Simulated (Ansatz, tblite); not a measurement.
# Si(NH2)Cl3 (Cl3H2NSi): rung by rung, part 2 of 2

Aim: run the singlet of Si(NH2)Cl3 (Cl3H2NSi) at one geometry on many levels, and compare frontier levels, spin and run time.

Ansatz 0.2.0, Gaussian basis; as each input shows.

## (17) B3LYP-D4/6-31G

in.yaml

```yaml
crystal:
  periodic: [false, false, false]
  atoms:
    - {symbol: Si, position_ang: [0.005738, 0.012951, -0.569232]}
    - {symbol: N, position_ang: [0.084544, 0.151173, 1.134097]}
    - {symbol: H, position_ang: [0.718648, -0.458086, 1.656335]}
    - {symbol: H, position_ang: [-0.767305, 0.360170, 1.660104]}
    - {symbol: Cl, position_ang: [1.935347, -0.021649, -1.292388]}
    - {symbol: Cl, position_ang: [-1.033314, 1.638696, -1.293554]}
    - {symbol: Cl, position_ang: [-0.943658, -1.683255, -1.295362]}
basis:
  gaussian: {orbitals: 6-31G}
hamiltonian: {xc: {name: B3LYP}, dispersion: d4}
scf: {omitted_lower_state_checks: [starts]}
output: {orbitals: {seedname: orbitals}}
```

On the command line:

```bash
> ansatz run in.yaml --threads 4 --pin off --events-out ev --progress --plain --max-ram 3916MiB
```

Log, cut to the lines that bear on the results:

```text
Functional definition: B3LYP
  name "B3LYP"
  cite "Stephens, Devlin, Chabalowski & Frisch, J. Phys. Chem. 98, 11623 (1994) doi:10.1021/j100096a001"
  cite "Becke, Phys. Rev. A 38, 3098 (1988) doi:10.1103/PhysRevA.38.3098"
  cite "Lee, Yang & Parr, Phys. Rev. B 37, 785 (1988) doi:10.1103/PhysRevB.37.785"
  cite "Vosko, Wilk & Nusair, Can. J. Phys. 58, 1200 (1980) doi:10.1139/p80-159"
[...]
756 factors; integrals over basis functions are off by at most 2.1e-4 eV
[...]
mean field -46968.88072668 eV, -1726.0745300548 hartree, gradient 1.2e-5 eV, S^2 0.000000; 0 other end points of the search recorded, 0 dependent functions left out
reference -46968.88097560 eV, -1726.0745392023 hartree; 37, 37 occupied and 28, 28 virtual orbitals, 756 factors
Total energy: -46969.32341582 eV, -1726.0907985804 hartree
Checks for a lower state left out: starts
```

Wall time 1.9 s (4 threads of Intel Xeon at 2.50GHz, shared host).

Report: HOMO -8.33 eV, LUMO -1.30 eV.

## (18) CCSD(T)/def2-TZVPP

Changes to in.yaml since step 17:

```diff
@@ -11,4 +11,4 @@
 basis:
-  gaussian: {orbitals: 6-31G}
-hamiltonian: {xc: {name: B3LYP}, dispersion: d4}
+  gaussian: {orbitals: def2-TZVPP, initial_orbitals: start.molden}
+correlation: {method: ccsd_t}
 scf: {omitted_lower_state_checks: [starts]}
```

Same command.

Log, cut to the lines that bear on the results:

```text
Functional definition: HF
  name "HF"
  cite "Fock, Z. Phys. 61, 126 (1930) doi:10.1007/BF01340294"
  parent pbe
[...]
1349 factors; integrals over basis functions are off by at most 1.2e-3 eV
[...]
mean field -46894.03603074 eV, -1723.3240382103 hartree, gradient 8.8e-7 eV, S^2 0.000000; 0 other end points of the search recorded, 0 dependent functions left out
21 core orbitals not correlated: weight in the atoms' cores, before any rotation towards them, 1.000 or more for the frozen orbitals, at most 0.000 for the correlated occupied ones
reference -46894.03603074 eV, -1723.3240382103 hartree; 16, 16 occupied and 190, 190 virtual orbitals, 1349 factors
second order -24.30002467 eV of doubles, -0.00000000 eV of singles
cycle   1  -25.16473211 eV  change   -8.6e-1 eV  update   9.2e-2
[...]
cycle   8  -25.75198245 eV  change   -2.5e-5 eV  update   3.0e-5
perturbative correction -1.11428770 eV, -0.0409493178 hartree
Total energy: -46920.90230089 eV, -1724.3113554279 hartree
Checks for a lower state left out: starts
```

Wall time 2 min (4 threads of Intel Xeon at 2.50GHz, shared host); peak memory 3.4 GiB.

From the report: Hartree-Fock HOMO -11.98 eV, LUMO 3.16 eV; T1 0.009.

## (19) MP2/def2-TZVP

Changes to in.yaml since step 18:

```diff
@@ -11,4 +11,4 @@
 basis:
-  gaussian: {orbitals: def2-TZVPP, initial_orbitals: start.molden}
-correlation: {method: ccsd_t}
+  gaussian: {orbitals: def2-TZVP, initial_orbitals: start.molden}
+correlation: {method: mp2}
 scf: {omitted_lower_state_checks: [starts]}
```

The command is unchanged.

Log:

```text
Functional definition: HF
  name "HF"
  cite "Fock, Z. Phys. 61, 126 (1930) doi:10.1007/BF01340294"
  parent pbe
  exchange = exact_x
  correlation = 0
these checks for a lower state are left out or cut short: starts
1162 factors; integrals over basis functions are off by at most 1.3e-3 eV
mean field evaluation 1: about -46892.7231 eV, gradient 4.5e1 eV
mean field evaluation 2: about -46893.5852 eV, gradient 1.2e0 eV
mean field evaluation 4: about -46893.9754 eV, gradient 9.8e-3 eV
mean field evaluation 8: about -46893.9755 eV, gradient 1.4e-6 eV
mean field -46893.97551489 eV, -1723.3218142941 hartree, gradient 8.3e-7 eV, S^2 0.000000; 0 other end points of the search recorded, 0 dependent functions left out
21 core orbitals not correlated: weight in the atoms' cores, before any rotation towards them, 1.000 or more for the frozen orbitals, at most 0.000 for the correlated occupied ones
reference -46893.97551489 eV, -1723.3218142941 hartree; 16, 16 occupied and 154, 154 virtual orbitals, 1162 factors
second order -23.82099383 eV of doubles, -0.00000000 eV of singles
Total energy: -46917.79650872 eV, -1724.1972196709 hartree
Checks for a lower state left out: starts
```

Run time: 8 s. Hardware: 4 threads of Intel Xeon at 2.50GHz, shared host.

Report: Hartree-Fock HOMO -11.97 eV, LUMO 3.18 eV.

## (20) RPA/def2-TZVP

Changes to in.yaml since step 19:

```diff
@@ -12,4 +12,4 @@
   gaussian: {orbitals: def2-TZVP, initial_orbitals: start.molden}
-correlation: {method: mp2}
+hamiltonian: {xc: pbe}
+correlation: {method: rpa}
 scf: {omitted_lower_state_checks: [starts]}
-output: {orbitals: {seedname: orbitals}}
```

The command is unchanged.

Log, cut to the lines that bear on the results:

```text
Functional definition: PBE
  name "PBE"
  cite "Perdew, Burke & Ernzerhof, Phys. Rev. Lett. 77, 3865 (1996) doi:10.1103/PhysRevLett.77.3865"
  parent pbe
[...]
1162 factors; integrals over basis functions are off by at most 1.3e-3 eV
[...]
mean field -46954.46721301 eV, -1725.5448431973 hartree, gradient 2.3e-6 eV, S^2 0.000000; 0 other end points of the search recorded, 0 dependent functions left out
21 core orbitals not correlated: weight in the atoms' cores, before any rotation towards them, 1.000 or more for the frozen orbitals, at most 0.000 for the correlated occupied ones
reference -46892.32945850 eV, -1723.2613228373 hartree; 16, 16 occupied and 154, 154 virtual orbitals, 1162 factors
Total energy: -46930.93877781 eV, -1724.6801891517 hartree
Checks for a lower state left out: starts
```

Wall time 11 s (4 threads of Intel Xeon at 2.50GHz, shared host).

## (21) Levels side by side

| level | functions | HOMO (eV) | LUMO (eV) | gap (eV) | time |
| --- | --- | --- | --- | --- | --- |
| HF/STO-3G | 43 | -10.42 | 6.00 | 16.42 | 0.5 s |
| HF/6-31G | 65 | -12.49 | 2.61 | 15.10 | 1.1 s |
| PBE-D4/def2-SVP | 96 | -6.65 | -0.73 | 5.92 | 1.7 s |
| PBE-D4/def2-TZVP | 191 | -6.91 | -1.19 | 5.72 | 3.8 s |
| revPBE-D4/def2-TZVP | 191 | -6.85 | -1.08 | 5.77 | 3.4 s |
| BLYP-D4/def2-TZVP | 191 | -6.76 | -1.09 | 5.67 | 2.9 s |
| r2SCAN-D4/def2-TZVP | 191 | -7.26 | -0.79 | 6.48 | 5.5 s |
| r2SCANh-D4/def2-TZVP | 191 | -7.81 | -0.44 | 7.37 | 8.1 s |
| B3LYP-D4/6-31G | 65 | -8.33 | -1.30 | 7.03 | 1.9 s |
| PBE0-D4/def2-SVP | 96 | -8.24 | 0.25 | 8.49 | 2.4 s |
| PBE0-D4/def2-TZVP | 191 | -8.40 | -0.18 | 8.22 | 6 s |
| BHLYP-D4/def2-TZVP | 191 | -9.77 | 0.83 | 10.60 | 5.5 s |
| LC-ωPBE/def2-TZVP | 191 | -11.28 | 2.20 | 13.48 | 6 s |
| ωB97X-V/def2-TZVP | 191 | -10.87 | 2.04 | 12.92 | 11 s |
| ωB97M-V/def2-TZVP | 191 | -10.73 | 1.73 | 12.46 | 13 s |

Energy pieces by basis (eV):

| basis | HF | MP2 correlation | CCSD correlation | (T) | total |
| --- | --- | --- | --- | --- | --- |
| def2-TZVPP | -46894.0360 | -24.3000 | -25.7520 | -1.1143 | -46920.9023 |
| def2-TZVP | -46893.9755 | -23.8210 |  |  | -46917.7965 (MP2) |

## (22) Binding energy

Free atoms were run apart at each level; binding is atoms less cluster, divided by the number of atoms, without zero-point or spin-orbit terms.

Differences are taken before rounding.

| method | binding an atom (eV) | from CCSD(T)/def2-TZVPP (eV) | time |
| --- | --- | --- | --- |
| HF/STO-3G | 2.664 | -0.734 | 0.5 s |
| HF/6-31G | 1.771 | -1.627 | 1.1 s |
| HF/def2-TZVP | 2.481 | -0.917 |  |
| HF/def2-TZVPP | 2.489 | -0.909 |  |
| PBE-D4/def2-SVP | 3.563 | +0.165 | 1.7 s |
| PBE-D4/def2-TZVP | 3.597 | +0.199 | 3.8 s |
| revPBE-D4/def2-TZVP | 3.505 | +0.107 | 3.4 s |
| BLYP-D4/def2-TZVP | 3.489 | +0.090 | 2.9 s |
| r2SCAN-D4/def2-TZVP | 3.542 | +0.144 | 5.5 s |
| r2SCANh-D4/def2-TZVP | 3.514 | +0.116 | 8.1 s |
| B3LYP-D4/6-31G | 2.894 | -0.504 | 1.9 s |
| PBE0-D4/def2-SVP | 3.486 | +0.088 | 2.4 s |
| PBE0-D4/def2-TZVP | 3.530 | +0.131 | 6 s |
| BHLYP-D4/def2-TZVP | 3.390 | -0.008 | 5.5 s |
| LC-ωPBE/def2-TZVP | 3.481 | +0.083 | 6 s |
| ωB97X-V/def2-TZVP | 3.554 | +0.156 | 11 s |
| ωB97M-V/def2-TZVP | 3.562 | +0.164 | 13 s |
| MP2/def2-TZVP | 3.491 | +0.092 | 8 s |
| CCSD/def2-TZVPP | 3.325 | -0.073 |  |
| CCSD(T)/def2-TZVPP | 3.398 | 0 | 2 min |

Among the levels timed on like hardware and quicker than the yardstick, those that no quicker one beats, quickest first: HF/STO-3G (0.5 s, -0.734 eV); PBE-D4/def2-SVP (1.7 s, +0.165 eV); PBE0-D4/def2-SVP (2.4 s, +0.088 eV); BHLYP-D4/def2-TZVP (5.5 s, -0.008 eV).

## (23) Summary of results

What follows sums up all 2 parts.

| quantity | value |
| --- | --- |
| gap in def2-TZVP, named functionals, smallest and largest | 5.67 eV (BLYP-D4), 13.48 eV (LC-ωPBE) |
| correlation energy, CCSD(T)/def2-TZVPP | -26.87 eV |
| correlation energy, MP2/def2-TZVP | -23.82 eV |
| binding an atom, CCSD(T)/def2-TZVPP | 3.398 eV |
| PBE0 total energy, smallest basis above largest | 17.73 eV (def2-SVP, def2-TZVP) |

What this shows: Orbital gaps of the named functionals in def2-TZVP span 5.67 eV (BLYP-D4) to 13.48 eV (LC-ωPBE); exact exchange widens it. A small miss in a minimal or small basis is a cancelling of errors, not accuracy. The functionals in def2-TZVP miss CCSD(T)/def2-TZVPP by -0.008 (BHLYP-D4) to +0.199 eV (PBE-D4) an atom. The reference is CCSD(T) in one finite basis, so it carries an error of its own, often a tenth of an eV or more, and near misses can't be ranked.

For cost: BHLYP-D4/def2-TZVP gets within 0.008 eV in 5.5 s, where CCSD(T)/def2-TZVPP took 2 min; the quickest level in the cost chart, HF/STO-3G, takes 0.5 s and misses by 0.734 eV. The slowest run with a step of its own, CCSD(T)/def2-TZVPP, took 2 min; the quickest functional in def2-TZVP took 2.9 s (shared host).
